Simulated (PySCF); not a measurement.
# C4H7NSi: the cost of one run

Computed with PySCF 2.14.0, with density-fitted response routines of our own, on a single molecule in the gas phase. Atoms are numbered from 0 throughout.

## 1. Starting geometry

13 atoms, charge 0, multiplicity 1; geometry from: GFN2-xTB. The atoms were then displaced at random by about 0.01 Å, so the start is not that level's minimum.

Bonds of the start (Å): N0–C1 1.13, C1–C2 1.42, C2–Si3 1.95, C2–C4 1.50, C4–C5 1.49, C5–C2 1.50, Si3–H6 1.45, Si3–H7 1.45, Si3–H8 1.45, C4–H9 1.08, C4–H10 1.06, C5–H11 1.09, C5–H12 1.09.

## 2. Optimising the geometry at PBE0-D3(BJ)/def2-SVP

Job settings and geometry (Å):

```
{"job": {"xc": "PBE0", "basis": "def2-SVP", "d3": "d3bj", "grid": 1, "shake": 0.01, "kind": "geom"}, "charge": 0, "multiplicity": 1}
N     -0.132030     2.243350     1.796280
C     -0.124710     1.362520     1.082930
C     -0.063710     0.256630     0.199870
Si     1.741450    -0.135330    -0.412750
C     -1.236960     0.037600    -0.711770
C     -1.033730    -0.856930     0.457570
H      2.223110     1.021100    -1.139350
H      2.556740    -0.451750     0.742770
H      1.574410    -1.290600    -1.276280
H     -2.041570     0.761930    -0.646720
H     -1.048520    -0.335910    -1.685570
H     -0.687370    -1.870760     0.283840
H     -1.721300    -0.758740     1.298860
```

Started as:

```
$ OMP_NUM_THREADS=1 python probes_run.py task.json out
```

This one command runs all jobs of the session in turn.

**Question.** How long does this first job take on 1 thread of AMD EPYC 9R45, shared host, and how much memory does it need?

About 14 s, with a peak of 0.5 GiB.
